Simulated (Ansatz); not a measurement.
# BH8NOSi: the cost of one run

Program: Ansatz 0.2.0. Level of theory: RKS PBE-D4/6-31G*. These are calculated values, not measurements.

## (1) The system as given

Bond lengths: B1–N3 1.550 Å, N3–H4 1.060 Å, N3–H5 1.060 Å, B1–O6 1.410 Å, O6–H7 1.010 Å, B1–Si8 2.250 Å, Si8–H9 1.460 Å, Si8–H10 1.460 Å, Si8–H11 1.460 Å, Si8–H12 1.594 Å. Angles (14 of 17 angles, heavy atoms first): N3–B1–O6 120.0°, N3–B1–Si8 96.8°, O6–B1–Si8 101.3°, B1–N3–H4 120.0°, B1–N3–H5 120.0°, B1–O6–H7 109.5°, B1–Si8–H9 109.5°, B1–Si8–H10 109.5°, B1–Si8–H11 109.5°, B1–Si8–H12 55.9°, H4–N3–H5 120.0°, H9–Si8–H10 109.4°, H9–Si8–H11 109.4°, H9–Si8–H12 58.5°.

Structure file:

```xyz
12

B     0.0000    0.0000    0.0000
H     0.0000    0.0000    1.5400
N     1.3423    0.0000   -0.7750
H     1.8089   -0.9179   -1.0268
H     1.7937    0.9179   -1.0532
O    -1.2211    0.0000   -0.7050
H    -1.7308   -0.8467   -0.4965
Si    0.1008    2.1328    0.7095
H     0.6771    2.1737    2.0503
H     0.9351    2.9107   -0.2019
H    -1.2441    2.7001    0.7410
H     0.0412    0.8710    1.6809
```

## (2) A restrained relaxation towards end A

Springs on the bonds that form and break draw the guess towards this end; the thresholds are loose.

File input.yaml:

```yaml
crystal:
  periodic: [false, false, false]
  atoms:
    - { symbol: B, position_ang: [0.0, 0.0, 0.0] }
    - { symbol: H, position_ang: [0.0, 0.0, 1.54] }
    - { symbol: "N", position_ang: [1.3423, 0.0, -0.775] }
    - { symbol: H, position_ang: [1.8089, -0.9179, -1.0268] }
    - { symbol: H, position_ang: [1.7937, 0.9179, -1.0532] }
    - { symbol: O, position_ang: [-1.2211, 0.0, -0.705] }
    - { symbol: H, position_ang: [-1.7308, -0.8467, -0.4965] }
    - { symbol: Si, position_ang: [0.1008, 2.1328, 0.7095] }
    - { symbol: H, position_ang: [0.6771, 2.1737, 2.0503] }
    - { symbol: H, position_ang: [0.9351, 2.9107, -0.2019] }
    - { symbol: H, position_ang: [-1.2441, 2.7001, 0.741] }
    - { symbol: H, position_ang: [0.0412, 0.871, 1.6809] }
basis:
  gaussian: { orbitals: "6-31G*" }
hamiltonian:
  xc: pbe
  dispersion: d4
relax:
  f_tol: 0.15
  max_steps: 25
  restrain:
    - { distance: [0, 7], at: 3.15, k: 30.0 }
    - { distance: [11, 1], at: 1.86, k: 30.0 }
    - { distance: [0, 1], at: 1.19, k: 30.0 }
    - { distance: [11, 7], at: 1.46, k: 30.0 }
output:
  orbitals: {}
```

The run is started by

```bash
ansatz run input.yaml --threads 1 --pin off --max-ram 2048MiB --backend cpu --events-out ev --progress --plain --runs-dir out
```

What time and memory should one allow on 1 thread of Arm Neoverse V1, shared host?

About 55 s, with a peak of 0.15 GiB.
